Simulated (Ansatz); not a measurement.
# B4Bi2: the cost of one run

Computed with Ansatz 0.2.0 (the levels named in each step, unless a step's input says otherwise).

### Step 1. The starting structure

Bond lengths: Bi1–B2 2.205 Å, Bi1–B3 2.384 Å, B2–B3 1.606 Å, Bi1–B4 1.950 Å, B2–B4 1.749 Å, B3–B4 1.595 Å, Bi1–Bi5 2.807 Å, B2–Bi5 1.950 Å, B4–Bi5 2.205 Å, B2–B6 1.595 Å, B3–B6 1.685 Å, B4–B6 1.606 Å, Bi5–B6 2.384 Å. Angles (14 of 44 angles, heavy atoms first): Bi1–B2–B3 75.6°, Bi1–B2–B4 57.7°, Bi1–B2–Bi5 84.7°, Bi1–B2–B6 114.4°, B3–B2–B4 56.6°, B3–B2–Bi5 128.9°, B3–B2–B6 63.5°, B4–B2–Bi5 73.0°, B4–B2–B6 57.2°, Bi5–B2–B6 83.9°, B2–Bi1–B3 40.7°, B2–Bi1–B4 49.3°, B2–Bi1–Bi5 43.8°, B3–Bi1–B4 41.7°.

As a file:

```xyz
6

Bi   -0.1933    1.4000    0.0002
B    -1.0361   -0.4637    0.8247
B    -2.2822    0.2557    0.1119
B    -1.0859   -0.0916   -0.8839
Bi    0.5171   -1.3153    0.0089
B    -1.8555   -1.3386   -0.2273
```

### Step 2. A rough first relaxation, PBE-D4/def2-SVP

This run stands in another session on the same molecule. It ended at:

```xyz
6

Bi   -0.6953    1.9754    0.1463
B    -0.8544   -0.2965    0.9499
B    -2.1607    0.2557    0.0044
B    -0.8393   -0.1467   -0.9971
Bi    0.3693   -2.0607   -0.1554
B    -1.7554   -1.2805   -0.1135
```

### Step 3. Relaxation, HF/def2-SVP

The input, input.yaml:

```yaml
crystal:
  periodic: [false, false, false]
  atoms:
    - { symbol: Bi, position_ang: [-0.69534854, 1.97536208, 0.14633559] }
    - { symbol: B, position_ang: [-0.8543569, -0.2964675, 0.94990629] }
    - { symbol: B, position_ang: [-2.16074251, 0.25568804, 0.00437073] }
    - { symbol: B, position_ang: [-0.83926641, -0.14674671, -0.99711555] }
    - { symbol: Bi, position_ang: [0.36929155, -2.06068594, -0.15542476] }
    - { symbol: B, position_ang: [-1.75542719, -1.28053997, -0.11353228] }
basis:
  gaussian: { orbitals: def2-SVP }
hamiltonian:
  xc: hf
relax:
  f_tol: 0.002
  max_steps: 150
```

Run with:

```console
ansatz run input.yaml --threads 4 --pin off --max-ram 10240MiB --backend cpu --events-out ev --progress --plain --runs-dir out
```

**Question.** How long does this run take on 4 threads of Intel Xeon 6975P-C (Granite Rapids), shared host, and how much memory does it need?

About 7.6 s, with a peak of 0.31 GiB.
